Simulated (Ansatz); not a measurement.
# BiIr (zincblende): a single-point run

Aim: a sound single-point run of BiIr (zincblende). The structure is shown as the input types it.

Method: Kohn-Sham DFT, with the functional, basis and potentials that each input names (as first typed), in Ansatz 0.2.0.

1 further run of the same task is left out (it didn't finish). Runs told in other sessions of the task aren't counted.

## (1) The structure to begin with

The structure is cubic, space group F-43m (No. 216). Conventional cell: a = 6.076 Å, b = 6.076 Å, c = 6.076 Å, α = 90.00°, β = 90.00°, γ = 90.00°. Ir (site symmetry -43m) has 4 Bi at 2.63 Å in its first shell of neighbours. Bi (site symmetry -43m) has 4 Ir at 2.63 Å in its first shell of neighbours.

As a file:

```
Ir Bi
1.0
     0.00000    3.03804    3.03804
     3.03804    0.00000    3.03804
     3.03804    3.03804    0.00000
Ir Bi
1 1
Direct
  0.00000 0.00000 0.00000
  0.25000 0.25000 0.25000
```

## (2) The run

input.yaml

```yaml
crystal:
  lattice:
    - [0.0, 3.038037373, 3.038037373]
    - [3.038037373, 0.0, 3.038037373]
    - [3.038037373, 3.038037373, 0.0]
  atoms:
    - { symbol: Ir, position: [0.0, 0.0, 0.0] }
    - { symbol: Bi, position: [0.25, 0.25, 0.25] }
basis:
  ecutwfc: 500
  ecutrho_ratio: 4
kpoints:
  mp_grid: { grid: [10, 10, 10] }
hamiltonian:
  xc: r2scan
  hubbard: { sites: [{ species: Ir, l: d, u_eff: 20.0 }] }
scf:
  occupations: { method: gaussian, width: 0.05 }
  max_iter: 50
output:
  forces: true
  stress: true
```

Command:

```sh
$ ansatz run input.yaml --threads 2 --pin off --max-ram 2662MiB --backend cpu --events-out ev --progress --plain --runs-dir out
```

Q: Will this input give a usable result? If not, why, and what should change?

The program finished normally, with warnings (filled band counts differ across k points). Convergence says nothing about whether the input makes sense.

Look at the input: hamiltonian.hubbard.sites is [{species: Ir, l: d, u_eff: 20.0}]. The Hubbard parameter is far from any physical value.

To check: delete hamiltonian.hubbard.sites.
